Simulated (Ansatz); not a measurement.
**HfSi3O8: the cell at several levels of theory**

Aim: relax HfSi3O8 in the tetragonal host structure with PBE, r2SCAN and PBEsol and see how far the functionals disagree on the cell. This is a trial cell built on a prototype, not taken from a measured structure, and it needn't be the compound's ground state.

The runs shown are made with Ansatz 0.2.0. PAW datasets, plane waves, zero pressure. (Calculated; spin-unpolarised; the phase may be known or hypothetical.)

## (1) The cell

This is the cell as the run starts from it, not yet at rest; its lengths are not the crystal's.

It is orthorhombic, Pmm2 (No. 25); a = 3.092 Å, b = 6.184 Å, c = 4.495 Å in the conventional setting, 7.16 Å³ an atom. Near Si stand 4 O at 1.78 Å; near O stand 1 Hf at 1.78 Å and 1 Si at 1.78 Å; near O stand 2 Si at 1.78 Å.

Coordinates:

```cif
data_structure
_symmetry_space_group_name_H-M 'Pmm2'
_symmetry_Int_Tables_number 25
_cell_length_a 3.0922
_cell_length_b 6.1845
_cell_length_c 4.4948
_cell_angle_alpha 90.000
_cell_angle_beta 90.000
_cell_angle_gamma 90.000
_cell_volume 85.96
loop_
_atom_site_label
_atom_site_type_symbol
_atom_site_symmetry_multiplicity
_atom_site_Wyckoff_symbol
_atom_site_fract_x
_atom_site_fract_y
_atom_site_fract_z
_atom_site_occupancy
Si1 Si 1 c 0.50000 0.00000 0.50000 1
Si2 Si 2 g 0.00000 0.75000 0.00000 1
O1 O 2 h 0.50000 0.75000 0.30279 1
O2 O 1 a 0.00000 0.00000 0.19721 1
O3 O 1 a 0.00000 0.00000 0.69721 1
O4 O 2 h 0.50000 0.75000 0.80279 1
Hf1 Hf 1 d 0.50000 0.50000 0.50000 1
O5 O 1 b 0.00000 0.50000 0.19721 1
O6 O 1 b 0.00000 0.50000 0.69721 1
```

## (2) Relaxation with PBE

Input file input.yaml:

```yaml
crystal:
  lattice:
    - [3.09224225, 0.0, 0.0]
    - [0.0, 6.18448451, 0.0]
    - [0.0, 0.0, 4.49481756]
  atoms:
    - { symbol: Si, position: [0.5, 0.0, 0.5] }
    - { symbol: Si, position: [0.0, 0.75, 0.0] }
    - { symbol: O, position: [0.5, 0.75, 0.30279212] }
    - { symbol: O, position: [0.0, 0.0, 0.19720788] }
    - { symbol: O, position: [0.0, 0.0, 0.69720788] }
    - { symbol: O, position: [0.5, 0.75, 0.80279212] }
    - { symbol: Hf, position: [0.5, 0.5, 0.5] }
    - { symbol: Si, position: [0.0, 0.25, 0.0] }
    - { symbol: O, position: [0.5, 0.25, 0.30279212] }
    - { symbol: O, position: [0.0, 0.5, 0.19720788] }
    - { symbol: O, position: [0.0, 0.5, 0.69720788] }
    - { symbol: O, position: [0.5, 0.25, 0.80279212] }
kpoints:
  mp_grid: { grid: [8, 4, 6] }
hamiltonian:
  xc: pbe
scf:
  occupations: { method: fermi_dirac, width: 0.02 }
relax:
  f_tol: 0.005
  cell: {}
```

After this run come: Relaxing with r2SCAN; PBEsol: cell and atoms.

Before running it: what results should come out? Wanted: for each run, a; b; c; volume; space group; SCF geometries.

The runs gave:

| level | a (Å) | b (Å) | c (Å) | volume (Å³/atom) | space group | SCF geometries |
| --- | --- | --- | --- | --- | --- | --- |
| PBE | 3.538 | 5.766 | 6.503 | 11.055 | Pmm2 | 54 |
| r2SCAN | 3.444 | 5.815 | 5.822 | 9.718 | Pmm2 | 16 |
| PBEsol | 3.508 | 5.763 | 5.822 | 9.808 | Pmm2 | 28 |

In words: From the start to the first minimum the volume moved by +54.3 %. r2SCAN gives the smallest cell and PBE the largest; they differ by 13.8 % in volume, a mean of 4.4 % in length. The meshes differ: PBE 8×4×6, r2SCAN 6×4×4, PBEsol 6×4×4.
